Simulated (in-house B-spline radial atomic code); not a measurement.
# Kr¹⁶⁺: excited configurations in jj coupling

Wanted: excitation energies of Kr¹⁶⁺ as differences of total energies (ΔSCF).

Method: Dirac-Hartree-Fock, average of configuration, Fermi nucleus, basis-set limit. Code: in-house B-spline radial atomic code version 1.

## (1) Starting point

- element: krypton (Z = 36)
- charge: +16
- electrons: 20
- configuration: 1s2 2s2 2p6 3s2 3p6 3d-2
- Hamiltonian: Dirac-Coulomb
- nucleus: Fermi, rms radius 4.188 fm

In configurations, a minus sign after the shell means j = l − 1/2 and a plus sign j = l + 1/2; the count of electrons follows.

Settings, as recorded:

```ini
Z = 36
electrons = 20.0
configuration = 1s2 2s2 2p6 3s2 3p6 3d-2
hamiltonian = dirac
method = hf
spin_polarised = False
nucleus = fermi
rms_radius = 4.1884
mass_number = 84
atomic_mass = 83.91149772708
speed_of_light = 137.035999084
```

The reference is known from an earlier run: -2659.646161 hartree in all. Up to eight levels, counted from the top:

| orbital | occupation | energy (eV) | <r> (bohr) |
| --- | --- | --- | --- |
| 1s1/2 | 2 | -14968.5 | 0.04148 |
| 2s1/2 | 2 | -2514.96 | 0.1817 |
| 2p1/2 | 2 | -2322.55 | 0.1565 |
| 2p3/2 | 4 | -2264.19 | 0.1600 |
| 3s1/2 | 2 | -773.87 | 0.4827 |
| 3p1/2 | 2 | -704.43 | 0.4739 |
| 3p3/2 | 4 | -687.50 | 0.4821 |
| 3d3/2 | 2 | -590.01 | 0.4406 |

## (2) 1s2 2s2 2p6 3s2 3p-2 3p+3 3d-2 5g-1

Settings, as recorded:

```ini
Z = 36
electrons = 20.0
configuration = 1s2 2s2 2p6 3s2 3p-2 3p+3 3d-2 5g-1
hamiltonian = dirac
method = hf
spin_polarised = False
nucleus = fermi
rms_radius = 4.1884
mass_number = 84
atomic_mass = 83.91149772708
speed_of_light = 137.035999084
```

## (3) Configuration 1s2 2s2 2p6 3s2 3p6 3d-1 5p-1

The settings differ from step 2 so:

```diff
@@ -2,3 +2,3 @@
 electrons = 20.0
-configuration = 1s2 2s2 2p6 3s2 3p-2 3p+3 3d-2 5g-1
+configuration = 1s2 2s2 2p6 3s2 3p6 3d-1 5p-1
 hamiltonian = dirac
```

## (4) 1s2 2s2 2p6 3s2 3p-1 3p+4 3d-1 3d+1 6f-1

The settings differ from step 3 so:

```diff
@@ -2,3 +2,3 @@
 electrons = 20.0
-configuration = 1s2 2s2 2p6 3s2 3p6 3d-1 5p-1
+configuration = 1s2 2s2 2p6 3s2 3p-1 3p+4 3d-1 3d+1 6f-1
 hamiltonian = dirac
```

## (5) Run with 1s2 2s2 2p6 3s2 3p6 3d+1 4d-1

The settings differ from step 4 so:

```diff
@@ -2,3 +2,3 @@
 electrons = 20.0
-configuration = 1s2 2s2 2p6 3s2 3p-1 3p+4 3d-1 3d+1 6f-1
+configuration = 1s2 2s2 2p6 3s2 3p6 3d+1 4d-1
 hamiltonian = dirac
```

## (6) 1s2 2s2 2p6 3s2 3p6 3d-1 7d+1

The settings differ from step 5 so:

```diff
@@ -2,3 +2,3 @@
 electrons = 20.0
-configuration = 1s2 2s2 2p6 3s2 3p6 3d+1 4d-1
+configuration = 1s2 2s2 2p6 3s2 3p6 3d-1 7d+1
 hamiltonian = dirac
```

## (7) Run with 1s2 2s2 2p6 3s2 3p6 3d-1 3d+1

The settings differ from step 6 so:

```diff
@@ -2,3 +2,3 @@
 electrons = 20.0
-configuration = 1s2 2s2 2p6 3s2 3p6 3d-1 7d+1
+configuration = 1s2 2s2 2p6 3s2 3p6 3d-1 3d+1
 hamiltonian = dirac
```

**Question.** How far above the reference does each configuration lie (order and size, in eV)?

The runs gave:

| net move | configuration | energy above the reference (eV) | with Breit, QED, recoil (eV) | largest <r> (bohr) |
| --- | --- | --- | --- | --- |
| 3d3/2 → 3d5/2 | 1s2 2s2 2p6 3s2 3p6 3d-1 3d+1 | 2.567 | 2.445 | 0.483 |
| 2×3d3/2 → 3d5/2, 4d3/2 | 1s2 2s2 2p6 3s2 3p6 3d+1 4d-1 | 300.02 | 299.83 | 1.03 |
| 3d3/2 → 5p1/2 | 1s2 2s2 2p6 3s2 3p6 3d-1 5p-1 | 390.63 | 390.57 | 1.71 |
| 3d3/2 → 7d5/2 | 1s2 2s2 2p6 3s2 3p6 3d-1 7d+1 | 500.71 | 500.58 | 3.79 |
| 3p3/2 → 5g7/2 | 1s2 2s2 2p6 3s2 3p-2 3p+3 3d-2 5g-1 | 528.29 | 527.97 | 1.60 |
| 3d3/2, 3p1/2 → 3d5/2, 6f5/2 | 1s2 2s2 2p6 3s2 3p-1 3p+4 3d-1 3d+1 6f-1 | 589.07 | 588.44 | 2.71 |

The energies run from 2.567 eV (3d3/2 → 3d5/2) to 589.07 eV (3d3/2, 3p1/2 → 3d5/2, 6f5/2). These are averages over configurations, without correlation, not spectroscopic levels.
